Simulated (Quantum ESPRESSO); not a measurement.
Set up this calculation in Quantum ESPRESSO 7.5, as the native input.

```
Task                        : single point
Functional                  : LDA
Potentials or basis         : SSSP 1.3 efficiency PBE
Cutoff                      : 816 eV
Density cutoff              : 5987 eV
k mesh                      : 8 × 8 × 8
Occupations                 : fermi-dirac, width 0.05 eV
Spin                        : no spin polarisation
Hubbard terms               : Mo d U = 8 eV
Hubbard projectors          : ortho-atomic
Form of the LDA correlation : PZ81
Mixing beta                 : 0.3
Most SCF iterations         : 120
SCF threshold               : 4e-10 Ry
```

MoSe:

```
CELL_PARAMETERS angstrom
3.50023 0.00000 0.00000
0.00000 3.50023 0.00000
0.00000 0.00000 3.50023
ATOMIC_POSITIONS crystal
Mo 0.00000 0.00000 0.00000
Se 0.50000 0.50000 0.50000
```

The cell was built by a generator and needn't be a form met in nature.

One way to write it, as run:

pw.in

```
&CONTROL
  calculation = 'scf'
  prefix = 'pwscf'
  outdir = './tmp'
  pseudo_dir = './pseudo'
  tprnfor = .true.
  tstress = .true.
  disk_io = 'nowf'
/
&SYSTEM
  ibrav = 0
  nat = 2
  ntyp = 2
  ecutwfc = 60
  ecutrho = 440
  nbnd = 19
  input_dft = 'pz'
  occupations = 'smearing'
  smearing = 'fd'
  degauss = 0.00367493
/
&ELECTRONS
  conv_thr = 4d-10
  electron_maxstep = 120
  mixing_beta = 0.3
/
ATOMIC_SPECIES
Mo    95.9500 Mo_ONCV_PBE-1.0.oncvpsp.upf
Se    78.9710 Se_pbe_v1.uspp.F.UPF
CELL_PARAMETERS angstrom
   3.5002295900    0.0000000000    0.0000000000
   0.0000000000    3.5002295900    0.0000000000
   0.0000000000    0.0000000000    3.5002295900
ATOMIC_POSITIONS angstrom
Mo     0.0000000000    0.0000000000    0.0000000000
Se     1.7501147950    1.7501147950    1.7501147950
K_POINTS automatic
8 8 8 0 0 0
HUBBARD {ortho-atomic}
U Mo-4d 8.0
```

Potentials or basis: SSSP 1.3 efficiency PBE.

Run with:

```sh
$ OMP_NUM_THREADS=1 pw.x -in pw.in > pw.out
```

Results of the run:

The pressure is -29.7 GPa and the band gap on the k mesh is none (metal or under the smearing width).

Caveat: the potentials were made for another functional, which shifts forces and pressure; a pressure of tens of GPa on the cell as given is suspect, and the run, the potentials or the cell itself is likely at fault; U without spin polarisation on a metal has little footing.

Wall time 33 s on 1 thread of Arm Neoverse V2 (shared host), peak memory 0.21 GiB.
